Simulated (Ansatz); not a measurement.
# Si3Ge5: the cost of one run

Program: Ansatz 0.2.0. Level of theory: DFT PBEsol, scalar-relativistic, plane waves, PAW, and further levels as typed in the inputs. These are calculated values, not measurements.

1 further run of the same task is left out (it didn't finish).

## (1) The starting structure

Symmetry: P1, No. 1, triclinic system. Conventional cell: a = 6.480 Å, b = 7.843 Å, c = 7.844 Å, α = 120.00°, β = 90.00°, γ = 90.00°. Around Ge (site symmetry 1) lie 2 Ge at 2.40 Å and 2 Si at 2.40 to 2.43 Å. Around Si (site symmetry 1) lie 2 Si at 2.40 to 2.43 Å and 2 Ge at 2.40 Å. Ge (site symmetry 1) is surrounded by 4 Ge at 2.40 to 2.43 Å. Around Si (site symmetry 1) lie 2 Si at 2.40 Å and 2 Ge at 2.40 to 2.43 Å. Around Ge (site symmetry 1) lie 4 Si at 2.40 to 2.43 Å. Ge (site symmetry 1) is surrounded by 2 Ge at 2.40 to 2.43 Å and 2 Si at 2.40 Å. Ge (site symmetry 1) is surrounded by 2 Si at 2.40 Å and 2 Ge at 2.40 to 2.43 Å. Only part of the 16 independent sites is listed.

Coordinates:

```cif
data_structure
_symmetry_space_group_name_H-M 'P 1'
_symmetry_Int_Tables_number 1
_cell_length_a 7.8435
_cell_length_b 7.8435
_cell_length_c 6.4797
_cell_angle_alpha 90.000
_cell_angle_beta 90.000
_cell_angle_gamma 120.000
_cell_volume 345.23
loop_
_atom_site_label
_atom_site_type_symbol
_atom_site_fract_x
_atom_site_fract_y
_atom_site_fract_z
_atom_site_occupancy
Ge1 Ge 0.16667 0.33333 0.06250 1
Si1 Si 0.16667 0.83333 0.06250 1
Ge2 Ge 0.66667 0.33333 0.06250 1
Ge3 Ge 0.66667 0.83333 0.06250 1
Si2 Si 0.33333 0.16667 0.56250 1
Ge4 Ge 0.33333 0.66667 0.56250 1
Ge5 Ge 0.83333 0.16667 0.56250 1
Ge6 Ge 0.83333 0.66667 0.56250 1
Ge7 Ge 0.33333 0.16667 0.93750 1
Si3 Si 0.33333 0.66667 0.93750 1
Ge8 Ge 0.83333 0.16667 0.93750 1
Ge9 Ge 0.83333 0.66667 0.93750 1
Si4 Si 0.16667 0.33333 0.43750 1
Si5 Si 0.16667 0.83333 0.43750 1
Ge10 Ge 0.66667 0.33333 0.43750 1
Si6 Si 0.66667 0.83333 0.43750 1
```

## (2) Relaxing cell and atoms: Si3Ge5, no spin

The input, input.yaml:

```yaml
crystal:
  lattice:
    - [7.8435, 0.0, 0.0]
    - [-3.92175, 6.7926702546, 0.0]
    - [0.0, 0.0, 6.4797]
  atoms:
    - { symbol: Ge, position: [0.1666666667, 0.3333333333, 0.0625] }
    - { symbol: Si, position: [0.1666666667, 0.8333333333, 0.0625] }
    - { symbol: Ge, position: [0.6666666667, 0.3333333333, 0.0625] }
    - { symbol: Ge, position: [0.6666666667, 0.8333333333, 0.0625] }
    - { symbol: Si, position: [0.3333333333, 0.1666666667, 0.5625] }
    - { symbol: Ge, position: [0.3333333333, 0.6666666667, 0.5625] }
    - { symbol: Ge, position: [0.8333333333, 0.1666666667, 0.5625] }
    - { symbol: Ge, position: [0.8333333333, 0.6666666667, 0.5625] }
    - { symbol: Ge, position: [0.3333333333, 0.1666666667, 0.9375] }
    - { symbol: Si, position: [0.3333333333, 0.6666666667, 0.9375] }
    - { symbol: Ge, position: [0.8333333333, 0.1666666667, 0.9375] }
    - { symbol: Ge, position: [0.8333333333, 0.6666666667, 0.9375] }
    - { symbol: Si, position: [0.1666666667, 0.3333333333, 0.4375] }
    - { symbol: Si, position: [0.1666666667, 0.8333333333, 0.4375] }
    - { symbol: Ge, position: [0.6666666667, 0.3333333333, 0.4375] }
    - { symbol: Si, position: [0.6666666667, 0.8333333333, 0.4375] }
scf:
  occupations: { method: gaussian, width: 0.01 }
output:
  forces: true
  stress: true
hamiltonian:
  xc: pbesol
kpoints:
  mp_grid: { grid: [5, 5, 6] }
relax:
  f_tol: 0.002
  cell: { stress_tol: 0.03 }
```

Command:

```bash
> ansatz run input.yaml --threads 8 --pin off --max-ram 12288MiB --backend cpu --events-out ev --progress --plain --runs-dir out
```

What time and memory should one allow on 8 threads of Intel Xeon 6975P-C (Granite Rapids), shared host?

About 93 s, with a peak of 2.9 GiB.
